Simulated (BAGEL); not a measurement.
# BNH3OF (SMILES NB(O)F): a chain of runs

We compute the energy (HF/6-31G*), then a single-point energy (NEVPT2(2,2)/6-31G*), then a single-point energy (CASPT2(2,2)/6-31G*) of BNH3OF. 

The calculation is run with BAGEL 1.2.2.

1 further run of the same task is left out (set aside as unsound or not needed).

### 1 The structure to begin with

BNH3OF: 7 atoms, total charge 0, spin state singlet. SMILES: `NB(O)F`. One bond was lengthened or shortened from a relaxed shape.

Bond lengths: N1–B2 1.617 Å, B2–O3 1.363 Å, B2–F4 1.337 Å, N1–H5 1.004 Å, N1–H6 1.003 Å, O3–H7 0.957 Å. Angles: N1–B2–O3 125.7°, N1–B2–F4 118.3°, O3–B2–F4 116.0°, B2–N1–H5 121.1°, B2–N1–H6 124.7°, B2–O3–H7 114.6°, H5–N1–H6 114.2°.

### 2 The energy at HF/6-31G(d) (density fitting with svp-jkfit, spherical functions) (run 1)

calc.json reads:

```json
{ "bagel": [

{
  "title": "molecule",
  "basis": "6-31gs.json",
  "df_basis": "svp-jkfit",
  "angstrom": "true",
  "geometry": [
    { "atom": "N", "xyz": [   -0.617455,    0.942244,    0.006401 ] },
    { "atom": "B", "xyz": [    0.039300,   -0.505700,   -0.288800 ] },
    { "atom": "O", "xyz": [    1.106300,   -1.044300,    0.367000 ] },
    { "atom": "F", "xyz": [   -0.494800,   -1.258200,   -1.256300 ] },
    { "atom": "H", "xyz": [   -1.406055,    1.270544,   -0.521199 ] },
    { "atom": "H", "xyz": [   -0.295755,    1.583144,    0.707001 ] },
    { "atom": "H", "xyz": [    1.472700,   -0.489200,    1.055700 ] }
  ]
},
{ "title": "hf" },
{ "title": "print", "file": "orbitals.molden", "orbitals": "true" }

]}
```

The basis set 6-31G* is read from a file made from the Basis Set Exchange's data (not shown).

The run is started by

```bash
$ BAGEL_NUM_THREADS=1 BAGEL calc.json > calc.out
```

Output:

```text
* using 1 threads per process

  ===============================================================
  ===============================================================

  *** Geometry ***

  { "atom" : "N", "xyz" : [     -1.166821,      1.780583,      0.012096 ] },
  { "atom" : "B", "xyz" : [      0.074266,     -0.955635,     -0.545753 ] },
  { "atom" : "O", "xyz" : [      2.090604,     -1.973441,      0.693529 ] },
  { "atom" : "F", "xyz" : [     -0.935036,     -2.377653,     -2.374063 ] },
  { "atom" : "H", "xyz" : [     -2.657059,      2.400980,     -0.984923 ] },
  { "atom" : "H", "xyz" : [     -0.558896,      2.991709,      1.336038 ] },
  { "atom" : "H", "xyz" : [      2.783000,     -0.924454,      1.994984 ] },

  Number of auxiliary basis functions:      360

  Since a DF basis is specified, we compute 2- and 3-index integrals:
    o Being stored without compression. Storage requirement is 0.011 GB

  Number of basis functions:       62
  Number of electrons      :       32

    * METHOD: MOLECULE                             0.12

  *** RHF ***

  === Nuclear Repulsion ===
   110.3668702482

      * DIIS with orbital gradients will be used.

  === RHF iteration (6-31gs.json) ===
      0       -255.04818213          0.03079501           0.02
      1       -255.23817429          0.01725147           0.02
      2       -255.31086650          0.00162569           0.02
[... 9 lines of this table left out ...]
     12       -255.31176957          0.00000001           0.02
    * SCF iteration converged.

    * Permanent dipole moment:
           (   -0.131990,    -0.999724,    -0.748965) a.u.

    * METHOD: HF                                   0.39

    * METHOD: PRINT                                0.01

  ===============================================================
```

Wall time 0.64 s (1 thread of Arm Neoverse V1, shared host); peak memory 0.15 GiB.

### 3 The energy at NEVPT2(2,2)/6-31G(d) (density fitting with svp-jkfit, spherical functions) (run 2)

input.json reads:

```json
{ "bagel" : [

{
  "title" : "molecule",
  "basis" : "6-31gs.json",
  "df_basis" : "svp-jkfit",
  "angstrom" : "true",
  "geometry" : [
    { "atom" : "N", "xyz" : [      -0.617455,       0.942244,       0.006401 ] },
    { "atom" : "B", "xyz" : [       0.039300,      -0.505700,      -0.288800 ] },
    { "atom" : "O", "xyz" : [       1.106300,      -1.044300,       0.367000 ] },
    { "atom" : "F", "xyz" : [      -0.494800,      -1.258200,      -1.256300 ] },
    { "atom" : "H", "xyz" : [      -1.406055,       1.270544,      -0.521199 ] },
    { "atom" : "H", "xyz" : [      -0.295755,       1.583144,       0.707001 ] },
    { "atom" : "H", "xyz" : [       1.472700,      -0.489200,       1.055700 ] }
  ]
},

{
  "title" : "hf"
},

{
  "title" : "nevpt2",
  "nstate" : 1,
  "nact" : 2,
  "nclosed" : 15,
  "active" : [15, 23],
  "maxiter" : 200,
  "natocc" : "true",
  "ncore" : 4
},

{
  "title" : "print",
  "file" : "orbitals.molden",
  "orbitals" : "true"
}

]}
```

The basis set 6-31G* is read from a file made from the Basis Set Exchange's data (not shown).

The run is started by

```bash
$ BAGEL_NUM_THREADS=1 BAGEL input.json > input.out
```

Output:

```text
* using 1 threads per process

  ===============================================================
  ===============================================================

  *** Geometry ***

[... 31 lines left out ...]
    * SCF iteration converged.
[... 1 line left out ...]
    * Permanent dipole moment:
[... 28 lines left out ...]
    * Second-order optimization converged. *
[... 9 lines left out ...]
     * ci vector, state   0, <S^2> = 0.0000
       2.     0.9956288876
       .2    -0.0933976343

  === DF-NEVPT2 calculation ===

    * 3-index integral transformation done
    * assembly done

      NEVPT2 correlation energy:   -0.5632572006      0.09

          (+0)     -0.4801915937
          (+0)'    -0.0321292352
          (+1)     -0.0105687974
          (+1)'    -0.0000000000
          (+2)     -0.0003152183
          (-1)     -0.0336085256
          (-1)'     0.0000000000
          (-2)     -0.0064438305

      NEVPT2 total energy:       -255.8910361784

    * METHOD: NEVPT2                               1.85

    * METHOD: PRINT                                0.01

  ===============================================================
```

Run time: 2.5 s. Hardware: 1 thread of Arm Neoverse V1, shared host; peak memory 0.15 GiB.

### 4 A single-point energy at CASPT2(2,2)/6-31G(d) (density fitting with svp-jkfit, spherical functions) (run 3)

input.json reads:

```json
{ "bagel": [

{
  "title": "molecule",
  "basis": "6-31gs.json",
  "df_basis": "svp-jkfit",
  "angstrom": true,
  "geometry": [
    { "atom": "N", "xyz": [      -0.617455,       0.942244,       0.006401 ] },
    { "atom": "B", "xyz": [       0.039300,      -0.505700,      -0.288800 ] },
    { "atom": "O", "xyz": [       1.106300,      -1.044300,       0.367000 ] },
    { "atom": "F", "xyz": [      -0.494800,      -1.258200,      -1.256300 ] },
    { "atom": "H", "xyz": [      -1.406055,       1.270544,      -0.521199 ] },
    { "atom": "H", "xyz": [      -0.295755,       1.583144,       0.707001 ] },
    { "atom": "H", "xyz": [       1.472700,      -0.489200,       1.055700 ] }
  ]
},

{ "title": "hf" },

{ "title": "casscf", "nstate": 1, "nact": 2, "nclosed": 15, "active": [15, 23], "maxiter": 200, "natocc": true },

{ "title": "print", "file": "orbitals.molden", "orbitals": true },

{ "title": "smith", "method": "caspt2", "ms": true, "xms": true, "sssr": true, "shift": 0.2, "shift_imag": true, "ncore": 4 }

]}
```

The basis set 6-31G* is read from a file made from the Basis Set Exchange's data (not shown).

The run is started by

```bash
$ BAGEL_NUM_THREADS=1 BAGEL input.json > input.out
```

Output:

```text
* using 1 threads per process

  ===============================================================
  ===============================================================

  *** Geometry ***

[... 33 lines left out ...]
    * Permanent dipole moment:
[... 37 lines left out ...]
     * ci vector, state   0, <S^2> = 0.0000
[... 21 lines left out ...]
       #      aibj      arbs      arbi      airj      risj      airs      arst      rist         Etot      error   time
[... 9 lines left out ...]
      ------------------------------------------------------------------------------------------------------------------

    * CASPT2 energy : state  0     -255.8945328457
        w/o shift correction       -255.8926910554
        reference weight              0.8675662284

    * METHOD: SMITH                                0.42

  ===============================================================
```

Run time: 2.8 s. Hardware: 1 thread of Arm Neoverse V1, shared host; peak memory 0.15 GiB.

### 5 Outcome

| quantity | value |
| --- | --- |
| run 1, HF/6-31G*: total energy | -255.31177 Eh |
| run 1, HF/6-31G*: dipole moment | 3.19 D |
| run 1, HF/6-31G*: HOMO energy | -10.91 eV |
| run 1, HF/6-31G*: LUMO energy | 5.43 eV |
| run 1, HF/6-31G*: HOMO–LUMO gap | 16.35 eV |
| run 2, NEVPT2(2,2)/6-31G*: total energy | -255.89104 Eh |
| run 3, CASPT2(2,2)/6-31G*: total energy | -255.89453 Eh |
